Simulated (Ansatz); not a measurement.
Predict the output of the script below (Ansatz 0.2.0 through its Python package).

Contents of `brclhin.xyz`:
```text
4

Cl   -1.90450    0.54580   -0.95810
In    0.15220    0.18130   -0.07710
Br    0.78150   -2.08120    0.31600
H     1.02630    1.29390    0.69880
```

`brclhin.py`:
```python
"""Relaxed scan of one distance in BrClHIn."""

import ansatz as az
import numpy as np

config = {
    "basis": "def2-SVP",
    "xc": "PBE0",
}


def main() -> None:
    brclhin = az.Crystal.molecule_from_extxyz("brclhin.xyz")

    base = brclhin.calculation().basis(gaussian=config["basis"]).functional(config["xc"])
    symbols = [site.symbol for site in brclhin.cartesian_sites]
    pairs = [(0, 1), (1, 2), (1, 3)]
    print("held (A)   E (eV)        ", "  ".join(f"{symbols[i]}{i}-{symbols[j]}{j}" for i, j in pairs))
    for length in [1.48, 1.61, 1.74, 1.94, 2.18]:
        report = base.relax(constraints=[az.DistanceConstraint((1, 3), at=length)], force_tolerance=0.02, max_steps=60).run(threads=1).report
        xyz = np.array(report["positions_ang"])
        print(f"{length:6.2f} {report['free_energy_ev']:14.5f}  ", "  ".join(f"{np.linalg.norm(xyz[i] - xyz[j]):.3f}" for i, j in pairs))


if __name__ == "__main__":
    main()
```

```console
$ python brclhin.py
held (A)   E (eV)         Cl0-In1  In1-Br2  In1-H3
DeckWarning: relax.constraints: the input's atoms, or those drawn, lie off the distances that are held; a relaxation that starts there is brought onto them ahead of its first SCF, by positions alone, an atom by 6.68e-2 Å at the most. With the symmetry detection on, the symmetry is detected on the input's atoms as so brought (as typed, where only the drawn atoms reach the distances), and notices that speak of the structure as typed mean those atoms
  1.48   -87736.55163   2.343  2.476  1.480
  1.61   -87736.92936   2.341  2.474  1.610
  1.74   -87736.98852   2.340  2.472  1.740
  1.94   -87736.73382   2.340  2.472  1.940
  2.18   -87736.17735   2.339  2.471  2.180
```
(Warnings from the package without file and line, repeats left out.)

Total energies depend on the basis set; only differences at equal settings carry meaning. The energies are electronic: no zero-point or thermal terms, and the basis set is short of its limit. def2 sets replace the cores of elements past krypton by effective core potentials. It ran for 85 s on 1 thread of Arm Neoverse V2, on a shared host, peak memory 0.26 GiB.
